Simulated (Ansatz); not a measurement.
# CrSiS: the cost of one run

Program: Ansatz 0.2.0. Level of theory: DFT PBE, scalar-relativistic, plane waves, PAW, unless a step names another level. These are calculated values, not measurements.

9 further runs of the same task are left out: 9 set aside as unsound or not needed.

### 1 What the formula suggests

Pauling electronegativities: Cr 1.66, Si 1.90, S 2.58 (spread 0.92). The formula balances with common oxidation states: Cr +6, S -2, Si -4. Tabulated atomic sizes suggest about 16 Å³/atom. 32 candidates were drawn, by swapping species into database cells of other compounds, at random by space group and Wyckoff sites, or by hand, as the table says:

```csv
name,made from,space group no.,Wyckoff sites,atoms (primitive cell),V (Å³/atom)
c01,random,160,Cr 3a; Si 3a; S 3a,3,20.7
c02,database cell of CeSbPd,194,Cr 2a; Si 2d; S 2c,6,16.7
c03,random,65,Cr 2c; Si 2a; S 2d,3,20.0
c04,random,71,Cr 2b; Si 2d; S 2a,3,20.7
c05,database cell of YGeAu,186,Cr 2a; Si 2b; S 2b,6,16.7
c06,database cell of TmCoC,131,Cr 2e; Si 2b; S 2c,6,15.5
c07,database cell of TiTeS,156,Cr 1b; Si 1a; S 1c,3,17.0
c08,database cell of EuNiP,187,Cr 1a; Si 1d; S 1e,3,15.5
c09,random,123,Cr 1d; Si 1c; S 1a,3,16.4
c10,random,99,Cr 1a; Si 1b; S 1b,3,19.3
c11,database cell of BaClF,129,Cr 2a; Si 2c; S 2c,6,15.4
c12,random,99,Cr 1b; Si 1a; S 1a,3,16.9
c13,random,99,"Cr 1a, 1b; Si 1b, 1b; S 2c",6,16.0
c14,random,191,"Cr 2d; Si 2c; S 1b, 1a",6,17.3
c15,random,187,Cr 1f; Si 1a; S 1e,3,16.3
c16,database cell of TiCuNi,107,Cr 2a; Si 2a; S 2a,3,17.2
c17,random,194,Cr 2c; Si 2b; S 2d,6,20.0
c18,database cell of CsCuO,63,Cr 4b; Si 4c; S 4c,6,17.4
c19,random,65,Cr 2a; Si 2c; S 2b,3,17.9
c20,database cell of PrAsSe,129,Cr 2c; Si 2a; S 2c,6,15.3
c21,database cell of ErCoC,47,Cr 1h; Si 1a; S 1f,3,15.7
c22,random,38,Cr 2b; Si 2b; S 2b,3,20.3
c23,random,156,Cr 1a; Si 1a; S 1c,3,20.1
c24,database cell of LaCuGe,187,Cr 1b; Si 1d; S 1e,3,17.7
c25,database cell of GdHSe,187,Cr 1a; Si 1c; S 1f,3,13.7
c26,random,65,"Cr 4j; Si 4h; S 2a, 2d",6,16.2
c27,database cell of VReMo,42,Cr 4a; Si 4a; S 4a,3,15.4
c28,random,12,Cr 2a; Si 2c; S 2d,3,18.8
c29,database cell of SrSbPt,187,Cr 1f; Si 1d; S 1a,3,17.9
c30,database cell of BaAlSi,187,Cr 1b; Si 1e; S 1d,3,20.8
c31,random,12,Cr 2a; Si 2d; S 2b,3,20.4
c32,database cell of HoCoC,123,Cr 1a; Si 1d; S 1c,3,15.7
```

### 2 Screening run of c01

File input.yaml:

```yaml
crystal:
  lattice:
    - [2.18496934, 1.26149264, 3.76016192]
    - [-2.18496934, 1.26149264, 3.76016192]
    - [0.0, -2.52298528, 3.76016192]
  atoms:
    - { symbol: Cr, position: [0.74023118, 0.74023118, 0.74023118], spin: 3.0 }
    - { symbol: Si, position: [0.10036055, 0.10036055, 0.10036055] }
    - { symbol: S, position: [0.49336826, 0.49336826, 0.49336826] }
basis:
  ecutwfc: 420
kpoints:
  mp_grid: { grid: [4, 4, 4] }
hamiltonian:
  xc: pbe
scf:
  occupations: { method: gaussian, width: 0.15 }
  lower_state_search: "off"
output:
  forces: true
  stress: true
  eigenvalues: true
  populations: true
magnetization:
  spin_polarized: true
relax:
  adjacent_minimum: "off"
  f_tol: 0.08
  max_steps: 16
  cell: { stress_tol: 0.8 }
```

Launch:

```console
> ansatz run input.yaml --threads 1 --pin off --max-ram 2560MiB --backend cpu --events-out ev --progress --plain --runs-dir out
```

Q: Estimate wall time and peak memory on 1 thread of Arm Neoverse V1, shared host.

About 37 s, with a peak of 0.35 GiB.
